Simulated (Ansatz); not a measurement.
Below is the output of a Python script on Ansatz's Python interface that makes a ladder of methods at one geometry of C₂H₅AlCl, SMILES C[CH2][Al][Cl]. Write a script that gives it. Settings (for the species named): MP2, cc-pVDZ basis, multiplicity 2. The script varies method: mp2, ccsd, ccsd_t.

`c2h5alcl.xyz`
```text
9

C    -0.05440    0.89100    0.01950
C    -0.25770   -0.40300    0.72080
Al    0.31290   -1.92010   -0.44710
Cl    1.18180   -1.52170   -2.47550
H    -0.71780    0.94440   -0.93370
H    -0.44420    1.77000    0.67480
H     0.98820    1.11590   -0.25270
H     0.39480   -0.38060    1.64260
H    -1.31510   -0.54230    1.03430
```

```console
$ python run_methods.py
Hartree-Fock reference -780.106335 Ha
mp2      total -780.576406 Ha  correlation  -12.7913 eV  (88.2 % of the last)
ccsd     total -780.625168 Ha  correlation  -14.1182 eV  (97.3 % of the last)
ccsd_t   total -780.639595 Ha  correlation  -14.5108 eV  (100.0 % of the last)
```

The script that was run (others could print the same):

The script, `run_methods.py`:
```python
# -*- coding: utf-8 -*-
"""C2H5AlCl at several levels of theory."""

from dataclasses import dataclass

import ansatz as az


@dataclass
class RunConfig:
    basis: str = "cc-pVDZ"


settings = RunConfig()

geometry = az.Crystal.molecule_from_extxyz("c2h5alcl.xyz")

base = (
    geometry.calculation()
    .basis(gaussian=settings.basis)
    .spin("collinear", total=1)
)

methods = ["mp2", "ccsd", "ccsd_t"]
reports = [base.correlation(m).run(threads=1).report for m in methods]
print(f"Hartree-Fock reference {reports[0]['reference_energy_ev'] / 27.211386246:.6f} Ha")
best = reports[-1]["free_energy_ev"] - reports[-1]["reference_energy_ev"]
for method, each in zip(methods, reports):
    gained = each["free_energy_ev"] - each["reference_energy_ev"]
    print(f"{method:8s} total {each['free_energy_ev'] / 27.211386246:.6f} Ha  correlation {gained:9.4f} eV  ({100 * gained / best:.1f} % of the last)")
```

What to keep in mind:
- Total energies depend on the basis set; only differences at equal settings carry meaning.
- The geometry is a force-field or estimated start, not a minimum of this method, and the basis set is short of its limit. A lower total doesn't mark the better method: functionals have no common bound, and MP2 and coupled cluster aren't variational.
- The run takes the species as open-shell (spin multiplicity 2), which needn't be its ground state.
- Inner cores stay frozen, so this is valence correlation.
- For Al to Cl the sets with a tight d function, cc-pV(X+d)Z, are usual.
- Run time: 43 s on 1 thread of Arm Neoverse V2 (shared host), peak memory 0.61 GiB.
